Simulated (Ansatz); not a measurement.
# WS2 (Tungstenite): the cost of one run

Computed with Ansatz 0.2.0 (DFT, PBE, plane-wave PAW, default files, scalar-relativistic, as far as a step names no other, unless a step's input says otherwise).

**1. The structure to begin with**

Symmetry: P6_3/mmc, No. 194, hexagonal system. Conventional cell: a = 3.153 Å, b = 3.153 Å, c = 12.323 Å, α = 90.00°, β = 90.00°, γ = 120.00°. W (site symmetry -6m2) is surrounded by 6 S at 2.40 Å. S (site symmetry 3m) is surrounded by 3 W at 2.40 Å.

Structure file:

```
CELL_PARAMETERS angstrom
3.15320 0.00000 0.00000
-1.57660 2.73075 0.00000
0.00000 0.00000 12.32300
ATOMIC_POSITIONS crystal
W 0.33333 0.66667 0.25000
W 0.66667 0.33333 0.75000
S 0.33333 0.66667 0.62250
S 0.66667 0.33333 0.12250
S 0.33333 0.66667 0.87750
S 0.66667 0.33333 0.37750
```

The earlier run gave: gap on the mesh 0.99 eV, largest force 0.112 eV/Å, pressure 4.4 GPa.

Like atoms gathered into sites:

| site | atoms | first shell | V_zz (10²¹ V/m²) | η | C_Q (MHz) |
| --- | --- | --- | --- | --- | --- |
| W | 1, 2 | 6 S at 2.40 Å | -17.26 | 0.00 | – |
| S | 3, 4, 5, 6 | 3 W at 2.40 Å; also 7 S at 3.14–3.15 Å | -4.41 | 0.00 | 7.40 (³³S) |

C_Q = eQV_zz/h, which is 24.18 MHz for Q = 1 b and V_zz = 10²¹ V/m²; η = (V_xx − V_yy)/V_zz. Q values from Pyykkö, Mol. Phys. 116, 1328 (2018). A dash under C_Q marks elements without a common quadrupolar isotope.

**2. Z stretched by +2 %, ions relaxed**

File input.yaml:

```yaml
crystal:
  lattice:
    - [3.1532, 0.0, 0.0]
    - [-1.5766, 2.7307513032, 0.0]
    - [0.0, 0.0, 12.56946]
  atoms:
    - { symbol: W, position: [0.3333333333, 0.6666666667, 0.25], spin: 2.0 }
    - { symbol: W, position: [0.6666666667, 0.3333333333, 0.75], spin: 2.0 }
    - { symbol: S, position: [0.3333333333, 0.6666666667, 0.6220616243] }
    - { symbol: S, position: [0.6666666667, 0.3333333333, 0.1220616243] }
    - { symbol: S, position: [0.3333333333, 0.6666666667, 0.8779383757] }
    - { symbol: S, position: [0.6666666667, 0.3333333333, 0.3779383757] }
magnetization:
  spin_polarized: true
kpoints:
  mp_grid: { grid: [16, 16, 4] }
scf:
  occupations: { method: fermi_dirac, width: 0.02 }
hamiltonian:
  xc: pbe
  pseudopotentials: { kind: paw }
output:
  forces: true
  stress: true
  populations: true
  efg: { quadrupole_moments_barn: { S: -0.0694 }, contact_densities: true }
relax:
  f_tol: 0.02
  max_steps: 60
```

Run with:

```sh
ansatz run input.yaml --threads 1 --pin off --max-ram 3072MiB --backend cpu --events-out ev --progress --plain --runs-dir out
```

What time and memory should one allow on 1 thread of Intel Xeon Platinum 8488C (Sapphire Rapids), shared host?

About 2 min, with a peak of 0.87 GiB.
